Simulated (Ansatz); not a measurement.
# CoGe3Pd: the cost of one run

Program: Ansatz 0.2.0. Level of theory: DFT PBE, scalar-relativistic, plane waves, PAW. These are calculated values, not measurements.

### Step 1. The starting structure

The structure is tetragonal, space group P4/mmm (No. 123). Conventional cell: a = 4.656 Å, b = 4.656 Å, c = 4.228 Å, α = 90.00°, β = 90.00°, γ = 90.00°. Co (site symmetry 4/mmm) has 2 Pd at 2.11 Å as nearest neighbours. Around Ge (site symmetry mmm) lie 2 Pd at 2.33 Å. Ge (site symmetry 4/mmm) is surrounded by 8 Ge at 3.14 Å and 4 Co at 3.29 Å. Around Pd (site symmetry 4/mmm) lie 2 Co at 2.11 Å and 4 Ge at 2.33 Å.

Structure file:

```xyz
5
Lattice="4.6562 0.0000 0.0000 0.0000 4.6562 0.0000 0.0000 0.0000 4.2276" Properties=species:S:1:pos:R:3 pbc="T T T"
Co    0.0000    0.0000    2.1138
Ge    0.0000    2.3281    0.0000
Ge    2.3281    0.0000    0.0000
Ge    2.3281    2.3281    2.1138
Pd    0.0000    0.0000    0.0000
```

A structure generator made this guess: random cell by space group and Wyckoff sites (P4/mmm, No. 123). Lengths come from tabulated atomic sizes and are only a guess.

### Step 2. A first look at the guess

Input file input.yaml:

```yaml
crystal:
  lattice:
    - [4.65624615, 0.0, 0.0]
    - [0.0, 4.65624615, 0.0]
    - [0.0, 0.0, 4.22757613]
  atoms:
    - { symbol: Co, position: [0.0, 0.0, 0.5], spin: 3.0 }
    - { symbol: Ge, position: [0.0, 0.5, 0.0] }
    - { symbol: Ge, position: [0.5, 0.0, 0.0] }
    - { symbol: Ge, position: [0.5, 0.5, 0.5] }
    - { symbol: Pd, position: [0.0, 0.0, 0.0] }
basis:
  ecutwfc: 420
kpoints:
  mp_grid: { grid: [4, 4, 4] }
hamiltonian:
  xc: pbe
scf:
  occupations: { method: gaussian, width: 0.1 }
  lower_state_search: "off"
output:
  forces: true
  stress: true
  eigenvalues: true
  populations: true
magnetization:
  spin_polarized: true
```

The run is started by

```
$ ansatz run input.yaml --threads 1 --pin off --max-ram 2560MiB --backend cpu --events-out ev --progress --plain --runs-dir out
```

**Question.** How long does this run take on 1 thread of Intel Xeon at 2.70GHz, shared host, and how much memory does it need?

About 19 s, with a peak of 0.48 GiB.
